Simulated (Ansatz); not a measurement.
**ScAl3 (Pm-3m): equation of state with a fit, by script**

Where is the equilibrium volume of ScAl3 (Pm-3m), and how stiff is it? Aim: an equation of state with a fit, for ScAl3 (Pm-3m), run from a script.

Program: Ansatz 0.2.0 through its Python package. Level of theory: DFT r2SCAN, plane waves, PAW. These are calculated values, not measurements.

**1. The structure**

The structure is cubic, space group Pm-3m (No. 221). The conventional cell has a = 4.088 Å, b = 4.088 Å, c = 4.088 Å, α = 90.00°, β = 90.00°, γ = 90.00°. Around Sc (site symmetry m-3m) lie 12 Al at 2.89 Å. Around Al (site symmetry 4/mmm) lie 4 Sc at 2.89 Å and 8 Al at 2.89 Å.

No structure file is read: the coordinates are typed or built in the script.

**2. The code**

scal3_eos.py reads:

```python
"""Equation of state of ScAl3."""

import ansatz as az
from ase.eos import EquationOfState
from ase.units import GPa
import numpy as np

vectors0 = np.array([
    [4.08780657, 0.0, 0.0],
    [0.0, 4.08780657, 0.0],
    [0.0, 0.0, 4.08780657],
])
sites = [
    ("Sc", (0.0, 0.0, 0.0)),
    ("Al", (0.5, 0.0, 0.5)),
    ("Al", (0.0, 0.5, 0.5)),
    ("Al", (0.5, 0.5, 0.0)),
]


def make_crystal(cell):
    crystal = az.Crystal(lattice=az.Lattice.of(cell))
    for symbol, position in sites:
        crystal = crystal.atom(symbol, position)
    return crystal


def main() -> None:
    # uniform scaling of the cell
    volumes, energies, pressures = [], [], []
    for scale in np.linspace(0.95, 1.07, 5):
        cell = vectors0 * scale ** (1 / 3)
        job = (
            make_crystal(cell).calculation()
            .occupations(az.OccupationsMethod.FERMI_DIRAC)
            .functional("r2scan")
            .basis(600)
            .kpoints(7, 7, 7)
            .stress()
        )
        data = job.run().report
        volumes.append(abs(np.linalg.det(cell)) / len(sites))
        energies.append(data["free_energy_ev"] / len(sites))
        pressures.append(np.trace(data["stress_gpa"]) / 3)
        print(f"V = {volumes[-1]:8.4f} A^3/atom  F = {energies[-1]:.5f} eV/atom  P = {pressures[-1]:8.3f} GPa")

    eos = EquationOfState(volumes, energies, eos="murnaghan")
    v0, e0, bulk = eos.fit()
    print(f"V0 = {v0:.4f} A^3/atom, E0 = {e0:.5f} eV/atom, B = {bulk / GPa:.1f} GPa")


if __name__ == "__main__":
    main()
```

**3. Launch**

Started as:

```
python scal3_eos.py
```

**Question.** Where does the minimum lie against the volume typed, and how stiff is the crystal?

The runs gave:

```
                      quantity           value
                 runs compared               5
               range of energy  22.17 meV/atom
lowest point, volume (Å³/atom)          17.248
      equilibrium volume (fit)   17.05 Å³/atom
            bulk modulus (fit)          94 GPa
```

In words: A third-order Birch-Murnaghan fit through the 5 points (the script's own form differs a little) has its minimum at 17.05 Å³ an atom, 0.1 % below the typed cell, with a bulk modulus of 94 GPa and dB/dP = 4.1. From that minimum the energy rises by 12.9 meV an atom on the compressed side and 22.8 meV on the expanded side. Caveats:
- No spin polarisation was allowed.
- This cell is a computed structure, which may not be the phase found in nature.
